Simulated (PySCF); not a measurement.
# C3Si (rhomboidal silicon tricarbide, oblate ring isomer): the cost of one run

Programs: PySCF 2.14.0, with density-fitted response routines of our own. Each step states its level of theory. These are calculated values for one molecule in the gas phase, unless marked as measured. Atoms are numbered from 0 throughout.

**1. The molecule as given**

4 atoms, charge 0, multiplicity 1; geometry from: GFN2-xTB. The atoms were then displaced at random by about 0.01 Å, so the start is not that level's minimum.

Bonds of the start (Å): C0–C1 1.30, C1–C2 1.32, C2–Si3 1.97, Si3–C0 2.03, Si3–C1 2.11.

**2. Geometry optimisation at PBE0-D3(BJ)/def2-SVP**

Job settings and geometry (Å):

```
{"job": {"xc": "PBE0", "basis": "def2-SVP", "d3": "d3bj", "grid": 1, "shake": 0.01, "kind": "geom"}, "charge": 0, "multiplicity": 1}
C     -1.154940    -0.125880     0.613550
C     -0.006770    -0.726360     0.659200
C      1.155050    -0.105320     0.620730
Si     0.044650     0.932180    -0.636940
```

Started as:

```sh
$ OMP_NUM_THREADS=1 python probes_run.py task.json out
```

One launch serves the whole session: the jobs run in the order shown.

**Question.** How long does this first job take on 1 thread of Intel Xeon 6975P-C, shared host, and how much memory does it need?

About 6.5 s, with a peak of 0.28 GiB.
